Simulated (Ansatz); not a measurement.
# Rh (Rh (111), 5 layers): a relaxation

Aim: a sound relaxation of Rh (Rh (111), 5 layers). The structure is shown as the input types it.

Program: Ansatz 0.2.0. Level of theory: DFT, PBEsol, PAW with Ansatz's default frozen-core files, scalar-relativistic. These are calculated values, not measurements.

### 1 The starting structure

Symmetry: P-3m1, No. 164, trigonal system. Conventional cell: a = 2.673 Å, b = 2.673 Å, c = 24.730 Å, α = 90.00°, β = 90.00°, γ = 120.00°. Rh (site symmetry 3m) has 9 Rh at 2.67 Å as nearest neighbours. Around Rh (site symmetry 3m) lie 12 Rh at 2.67 Å. Rh (site symmetry -3m) has 12 Rh at 2.67 Å as nearest neighbours.

Coordinates:

```cif
data_structure
_symmetry_space_group_name_H-M 'P 1'
_symmetry_Int_Tables_number 1
_cell_length_a 2.6730
_cell_length_b 2.6730
_cell_length_c 24.7299
_cell_angle_alpha 90.000
_cell_angle_beta 90.000
_cell_angle_gamma 120.000
_cell_volume 153.02
loop_
_atom_site_label
_atom_site_type_symbol
_atom_site_fract_x
_atom_site_fract_y
_atom_site_fract_z
_atom_site_occupancy
Rh1 Rh 0.83333 0.16667 0.32350 1
Rh2 Rh 0.16667 0.83333 0.41175 1
Rh3 Rh 0.50000 0.50000 0.50000 1
Rh4 Rh 0.83333 0.16667 0.58825 1
Rh5 Rh 0.16667 0.83333 0.67650 1
```

### 2 Running it

Contents of input.yaml:

```yaml
crystal:
  lattice:
    - [2.6729657609, 0.0, 0.0]
    - [-1.3364828805, 2.3148562524, 0.0]
    - [0.0, 0.0, 24.7299]
  atoms:
    - { symbol: Rh, position: [0.833333333, 0.166666667, 0.3234956548] }
    - { symbol: Rh, position: [0.166666667, 0.833333333, 0.4117478272] }
    - { symbol: Rh, position: [0.5, 0.5, 0.5] }
    - { symbol: Rh, position: [0.833333333, 0.166666667, 0.5882521728] }
    - { symbol: Rh, position: [0.166666667, 0.833333333, 0.6765043452] }
kpoints:
  mp_grid: { grid: [1, 1, 1] }
scf:
  occupations: { method: fermi_dirac, width: 0.05 }
  max_iter: 50
hamiltonian:
  xc: pbesol
  pseudopotentials: { kind: paw }
output:
  forces: true
  stress: true
  eigenvalues: true
relax:
  f_tol: 0.01
  max_steps: 40
efield:
  axis: 3
  amplitude: 0
  dipole_correction: true
```

Command:

```sh
ansatz run input.yaml --threads 2 --pin off --max-ram 4096MiB --backend cpu --events-out ev --progress --plain --runs-dir out
```

**Question.** How will this run end, and is anything wrong with its input?

This run ends as converged, with warnings (stress scf threshold loose). Its log warns: «output.stress: scf.convergence.dr2_threshold = 1e-7 eV (the SCF's general default) is looser than the 5e-10 eV advised for a printed stress (1e-10 eV for each atom of the ...»

Look at the input: kpoints.mp_grid.grid is [1, 1, 1]. One k-point can't sample the Brillouin zone of so small a cell.

To check: set kpoints.mp_grid.grid to [17, 17, 1].
